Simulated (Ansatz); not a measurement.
# GaGe: one candidate structure, part 2 of 2

Where does GaGe go from the start given, caesium chloride type (Pm-3m, No. 221)?

Ansatz 0.2.0; DFT PBE, scalar-relativistic, plane waves, PAW.

### 4 The relaxation

input.yaml reads:

```yaml
crystal:
  lattice:
    - [3.3703569352, 0.0, 0.0]
    - [0.0, 3.3703569352, 0.0]
    - [0.0, 0.0, 3.3703569352]
  atoms:
    - { symbol: Ga, position: [0.0, 0.0, 0.0] }
    - { symbol: Ge, position: [0.5, 0.5, 0.5] }
basis:
  ecutwfc: 420
kpoints:
  mp_grid: { grid: [16, 16, 16] }
hamiltonian:
  xc: pbe
scf:
  occupations: { method: gaussian, width: 0.1 }
output:
  forces: true
  stress: true
  eigenvalues: true
relax:
  adjacent_minimum: "off"
  f_tol: 0.01
  max_steps: 80
  cell: { stress_tol: 0.05 }
```

Command:

```sh
$ ansatz run input.yaml --threads 1 --pin off --max-ram 2560MiB --backend cpu --events-out ev --progress --plain --runs-dir out
```

Standard output:

```text
Warning: RAYON_NUM_THREADS=1 ignored (pool sized by the plan → 1); use --threads N
Engine: ansatz 0.2.0, x86_64-unknown-linux-gnu
Pseudopotentials: kind: paw
Pseudopotential: Ga, paw, valence charge 13, recommended cutoff 420 eV (normal), Ga.paw.azcp
Pseudopotential: Ge, paw, valence charge 14, recommended cutoff 420 eV (normal), Ge.paw.azcp
Functional definition: PBE
  parameter kappa = 0.804
  parameter beta = 0.06672455060314922
  exchange = pbe_x(kappa = kappa, mu = beta*pi^2/3)
  correlation = pbe_c(beta = beta)
Crystal: 2 atoms, lattice volume = 38.285 Å³
Basis set: ecut = 420 eV, 739 PW (Γ), exchange–correlation on 48×48×48 points (8 copies of the dense FFT grid, shifted against one another)
Bands: 18, of which v1, the nominal top of the filled ones, is band 14 counted from 1 (13 counted from 0)
Symmetry: 48 space group operations
Space group: Pm-3m (ITA 221), of the structure as read, at distance tolerance 3.4e-5 Å
k-points: 165 of 4096
Non-local potential: Ga, projectors of the file, l = 0: 2, l = 1: 2, l = 2: 3, l = 3: 1
Non-local potential: Ge, projectors of the file, l = 0: 2, l = 1: 2, l = 2: 3, l = 3: 1
PAW form: soft (Blöchl's): semilocal exchange-correlation on the pseudo side does not see the compensation charge
PAW one-centre angular grid: Ga, 590 points (default); XC on 64 Gauss nodes
PAW one-centre angular grid: Ge, 590 points (default); XC on 64 Gauss nodes
Initial density: superposition of atomic densities (neutral atoms: chi_scale 0, normalization atom), corrected by the library's trained network
Initial wavefunctions: pseudopotential atomic-orbital guess
Functional: x = pbe(κ = 0.804, μ = 0.2195149727645171), c = pbe(β = 0.06672455060314922)
SCF iter   1: F=—  HF=-8077.629717 eV  |F-HF|=—  |Δ(HF+E_count)|=         —  Δρ=1.89e-3  dr2=2.18e-3  ethr=1.77e-3  ⟨swp⟩=5.3  Hψ=28624  notcnv=0  defer=104
automatic band count: the SCF goes on with 22 bands, as 18 were too few: the levels above may hold too much charge
preconditioner: auto → none  [metal: Δε(μ)=0.009 eV  Ē_g=24.358 eV  σ=0.100 eV  W_gap=0.05  n_scr=6 (ndim 8)  ℏωp=31.2 eV  f_vac=0.000  D(μ)=1.06/eV (n_scr^D=6)  sad-step TF]
SCF iter   2: F=—  HF=-8077.628955 eV  |F-HF|=—  |Δ(HF+E_count)|=   7.62e-4  Δρ=1.08e-3  dr2=9.22e-4  ethr=8.06e-6  ⟨swp⟩=1.5  Hψ=5190  notcnv=0  defer=155
SCF iter   3: F=—  HF=-8077.628867 eV  |F-HF|=—  |Δ(HF+E_count)|=   8.83e-5  Δρ=9.17e-4  dr2=1.75e-4  ethr=3.42e-6  ⟨swp⟩=2.0  Hψ=5370  notcnv=0  defer=155
SCF iter   4: F=—  HF=-8077.628681 eV  |F-HF|=—  |Δ(HF+E_count)|=   1.85e-4  Δρ=1.97e-4  dr2=8.44e-6  ethr=6.48e-7  ⟨swp⟩=2.0  Hψ=5261  notcnv=0  defer=155
SCF iter   5: F=—  HF=-8077.628700 eV  |F-HF|=—  |Δ(HF+E_count)|=   1.91e-5  Δρ=3.63e-5  dr2=4.14e-7  ethr=3.13e-8  ⟨swp⟩=2.0  Hψ=5354  notcnv=0  defer=155
SCF iter   6: F=—  HF=-8077.628700 eV  |F-HF|=—  |Δ(HF+E_count)|=   7.53e-8  Δρ=1.82e-5  dr2=7.47e-8  ethr=3.70e-10  ⟨swp⟩=8.1  Hψ=17995  notcnv=0
SCF iter   7: F=-8077.628700 eV  HF=-8077.628700 eV  |F-HF|=2.78e-9  |Δ(HF+E_count)|=   7.35e-8  Δρ=3.21e-6  dr2=3.76e-9  ethr=2.77e-10  ⟨swp⟩=5.0  Hψ=12727  notcnv=0
SCF 1 converged in 7 iterations: F = -8077.628700 eV  dr2 = 3.76e-9
relax step   1: F+E_penalty+E_count = -8077.62870029 eV  Δ(F+E_penalty+E_count) = +0.000e0 eV  max|allowed force component| = 1.223e-29 eV/Å  Δτ_max = 0.0000 Å  P = +0.154 GPa  Ω = 38.285 Å³  (7 SCF iters, dr2 threshold 1.00e-7 eV, accepted)
Crystal: 2 atoms, lattice volume = 38.413 Å³
Bands: 22, of which v1, the nominal top of the filled ones, is band 14 counted from 1 (13 counted from 0)
Initial density: handed on by an earlier stage of this run
Initial wavefunctions: those handed on with the density
iter 1 solved again at ethr=1.00e-8 eV; its pass at ethr=3.10e-3 eV (dr2=2.70e-6 eV) is discarded
SCF iter   1: F=—  HF=-8077.628688 eV  |F-HF|=—  |Δ(HF+E_count)|=         —  Δρ=6.87e-5  dr2=1.49e-6  ethr=1.00e-8  ⟨swp⟩=2.1  Hψ=17774  notcnv=0
preconditioner: auto → none  [metal: Δε(μ)=0.036 eV  Ē_g=24.342 eV  σ=0.100 eV  W_gap=0.20  n_scr=6 (ndim 8)  ℏωp=31.1 eV  f_vac=0.000  D(μ)=1.08/eV (n_scr^D=6)]
SCF iter   2: F=—  HF=-8077.628714 eV  |F-HF|=—  |Δ(HF+E_count)|=   2.60e-5  Δρ=3.61e-5  dr2=2.13e-7  ethr=5.54e-9  ⟨swp⟩=2.8  Hψ=6104  notcnv=0
SCF iter   3: F=-8077.628714 eV  HF=-8077.628714 eV  |F-HF|=3.82e-8  |Δ(HF+E_count)|=   1.18e-8  Δρ=9.14e-6  dr2=2.78e-8  ethr=2.20e-10  ⟨swp⟩=4.9  Hψ=13128  notcnv=0
SCF 2 converged in 3 iterations: F = -8077.628714 eV  dr2 = 2.78e-8
relax step   2: F+E_penalty+E_count = -8077.62871431 eV  Δ(F+E_penalty+E_count) = -1.402e-5 eV  max|allowed force component| = 1.466e-29 eV/Å  Δτ_max = 0.0000 Å  P = -0.036 GPa  Ω = 38.413 Å³  energy of the carried Pulay correction = -3.273e-5 eV  (3 SCF iters, dr2 threshold 5.93e-8 eV, accepted)
Initial wavefunctions: pseudopotential atomic-orbital guess (no wavefunctions were taken with the density)
iter 1 solved again at ethr=9.28e-8 eV; its pass at ethr=3.10e-3 eV (dr2=2.51e-5 eV) is discarded
SCF iter   1: F=—  HF=-8077.628721 eV  |F-HF|=—  |Δ(HF+E_count)|=         —  Δρ=9.86e-6  dr2=3.12e-8  ethr=9.28e-8  ⟨swp⟩=2.8  Hψ=24231  notcnv=0
preconditioner: auto → none  [metal: Δε(μ)=0.036 eV  Ē_g=24.341 eV  σ=0.100 eV  W_gap=0.20  n_scr=6 (ndim 8)  ℏωp=31.1 eV  f_vac=0.000  D(μ)=1.08/eV (n_scr^D=6)]
SCF iter   2: F=—  HF=-8077.628745 eV  |F-HF|=—  |Δ(HF+E_count)|=   2.46e-5  Δρ=4.01e-6  dr2=3.04e-9  ethr=1.16e-10  ⟨swp⟩=2.0  Hψ=5670  notcnv=0
SCF iter   3: F=—  HF=-8077.628745 eV  |F-HF|=—  |Δ(HF+E_count)|=  1.29e-10  Δρ=2.04e-6  dr2=9.05e-10  ethr=1.13e-11  ⟨swp⟩=2.2  Hψ=5322  notcnv=0
SCF iter   4: F=—  HF=-8077.628745 eV  |F-HF|=—  |Δ(HF+E_count)|=  2.56e-10  Δρ=2.81e-7  dr2=2.06e-11  ethr=3.35e-12  ⟨swp⟩=2.5  Hψ=5598  notcnv=0
SCF iter   5: F=-8077.628745 eV  HF=-8077.628745 eV  |F-HF|=9.09e-13  |Δ(HF+E_count)|=  9.09e-12  Δρ=7.59e-8  dr2=1.75e-12  ethr=1.00e-12  ⟨swp⟩=5.1  Hψ=12265  notcnv=0
SCF 3 converged in 5 iterations: F = -8077.628745 eV  dr2 = 1.75e-12
relax step   3: F+E_penalty+E_count = -8077.62874509 eV  Δ(F+E_penalty+E_count) = -3.078e-5 eV  max|allowed force component| = 4.372e-30 eV/Å  Δτ_max = 0.0000 Å  P = -0.036 GPa  Ω = 38.413 Å³  stress off target by 3.62e-2 GPa  SCF on the basis re-selected at this cell (its energy is not comparable with the rows above)  (5 SCF iters)
basis re-selected at this cell: Δ(F+E_penalty+E_count) = -3.078e-5 eV, ΔP = -0.000 GPa vs the last step (what re-selecting the basis moved, of the pressure what is left beyond the Pulay correction that the steps carried, after the strain that the cell walked since its last selection, with what the two solves' SCF thresholds leave and, on support functions, any second-order correction that the steps lacked; it is no measure of the basis error at this ecutwfc). This SCF's stress stands 3.62e-2 GPa from its target on what of the cell is left free (relax.cell.stress_tol is 5.00e-2 GPa) and its largest allowed force component is 4.37e-30 eV/Å (relax.f_tol is 1.00e-2 eV/Å): within both
SCF converged after 5 iterations
Free energy (F): -8077.628745 eV
Harris-Foulkes:  -8077.628745 eV  (|F-HF|=9.09e-13)
Internal energy: -8077.623362 eV  (E = F + TS)
E sigma→0 (E₀):  -8077.626053 eV
Entropy (-TS):   -0.005383 eV (-2.692 meV/atom)
Fermi energy:    10.172734 eV
--- Per-component energies (eV) ---
  E_band       = -154.881975
  E_kinetic    = 224.313030
  E_local      = -3937.611581  (includes V_loc(G=0)·N_el)
  E_nonlocal   = 837.192608
  E_hartree    = 1777.591607
  E_xc         = -144.780805
  E_vxc        = -122.350778  (∫ρ·V_xc dr)
  E_paw        = -4001.606774  (= ΣΔE_a)
  E_vpaw       = -711.608635  (= ΣTr[D̂ρ^β])
  E_aug_tail   = 0.000097  (compensation charges beyond the density's cutoff)
  E_ewald      = -2832.721543
  E_smearing   = -0.005383  (= −TS)
  E_closure    = 0.000000  (closes the sum)
  Σ components = -8077.628745   (vs F -8077.628745, Δ=0.00e0)
--- Forces (eV/Å), atoms counted from 1 ---
  atom   1  Ga     0.00000000     0.00000000     0.00000000
  atom   2  Ge    -0.00000000    -0.00000000     0.00000000
  max |Σ_I F_I| component: 8.09e-30 eV/Å
--- Stress (GPa, compression-positive) ---
       -0.036250      -0.000000      -0.000000
       -0.000000      -0.036250      -0.000000
       -0.000000      -0.000000      -0.036250
  P = ⅓ Tr σ = -0.0362 GPa (-0.362 kbar)
--- Band table (eV; the first three rows and the last of 165) ---
  k-point 0: bands = ["-14.5388", "-14.5388", "-14.5129", "-14.5129", "-14.5129", "-4.7020", "-4.7020", "-4.6112", "-4.6112", "-4.6112", "-1.9335", "9.4856", "10.6169", "10.6169", "10.6169", "15.1967", "15.1967", "20.8992", "20.8992", "20.8992", "25.8309", "25.8309"]
  k-point 1: bands = ["-14.5387", "-14.5377", "-14.5133", "-14.5133", "-14.5129", "-4.7018", "-4.6990", "-4.6127", "-4.6127", "-4.6111", "-1.8832", "8.9213", "10.6711", "10.6711", "10.8848", "15.2429", "15.6304", "20.6165", "20.6519", "20.6519", "25.5758", "25.5758"]
  k-point 2: bands = ["-14.5385", "-14.5345", "-14.5143", "-14.5143", "-14.5127", "-4.7010", "-4.6905", "-4.6169", "-4.6169", "-4.6109", "-1.7323", "7.8623", "10.8331", "10.8331", "11.2367", "15.3813", "16.7420", "19.9072", "19.9873", "19.9873", "24.6486", "25.3607"]
  k-point 164: bands = ["-14.5328", "-14.5328", "-14.5328", "-14.4920", "-14.4920", "-4.7011", "-4.7011", "-4.7011", "-4.5603", "-4.5603", "4.4326", "7.7429", "8.7317", "8.7317", "8.7317", "9.7762", "9.7762", "9.7762", "31.5568", "31.5568", "31.5568", "32.9364"]
--- Relaxed structure (2 steps of the walk, 2 accepted, 1 SCFs on fresh bases) ---
  F+E_penalty+E_count = -8077.62874509 eV   max|allowed force component| = 4.372e-30 eV/Å   (the final SCF, on the basis selected at the relaxed cell)
  cell:  # Å, volume = 38.4127 Å³
    - [3.374103703339294, 6.419766481290786e-35, 0.0]
    - [6.419766481290786e-35, 3.374103703339294, -6.419766481290786e-35]
    - [0.0, -6.419766481290786e-35, 3.374103703339294]
  atoms:
    - { symbol: Ga, position: [1.19048341999084e-36, 1.19048341999084e-36, -1.19048341999084e-36] }
    - { symbol: Ge, position: [0.5, 0.5, 0.5] }
```

Run time: 10 s. Hardware: 1 thread of Intel Xeon Gold 6455B (Sapphire Rapids), shared host; peak memory 0.47 GiB.

Relaxation path:

| step | E - E(step 1) (eV/cell) | largest force component (eV/Å) | pressure (GPa) | volume (Å³) |
| --- | --- | --- | --- | --- |
| 1 | 0.0000 | 0.0000 | 0.15 | 38.28 |
| 2 | 0.0000 | 0.0000 | -0.04 | 38.41 |
| 3 | 0.0000 | 0.0000 | -0.04 | 38.41 |

Step 1 is the start. Step 3 repeats the geometry before it on a plane-wave basis chosen anew for that cell, so its energy need not be comparable with the rows above.

|  | before | after | change |
| --- | --- | --- | --- |
| a (Å) | 3.370 | 3.374 | +0.1 % |
| b (Å) | 3.370 | 3.374 | +0.1 % |
| c (Å) | 3.370 | 3.374 | +0.1 % |
| volume (Å³/atom) | 19.14 | 19.21 | +0.3 % |
| shortest distance (Å) | 2.919 | 2.922 | +0.1 % |
| space group (0.01 Å) | Pm-3m | Pm-3m | same |

The run keeps the 48 symmetry operations of the start, so it could not have lowered the symmetry.

### 5 Results

What follows sums up all 2 parts. Changes of volume or cell count from the first structure of part 1.

Formation energies count from the elements, computed with the same settings in runs not shown here.

```
                          quantity                                                                      value
                              cell  a = 3.374 Å, b = 3.374 Å, c = 3.374 Å, α = 90.00°, β = 90.00°, γ = 90.00°
                       space group                                                            Pm-3m (No. 221)
                            volume                                                              19.21 Å³/atom
                   gap on the mesh                                                               none (metal)
formation energy from the elements                                                             +0.187 eV/atom
```

What this shows: The space group stayed Pm-3m, and from the first guess the volume went from 24.68 to 19.21 Å³/atom. The formation energy of +0.19 eV/atom is positive, so the elements lie lower than this structure; another structure of the compound can lie lower.
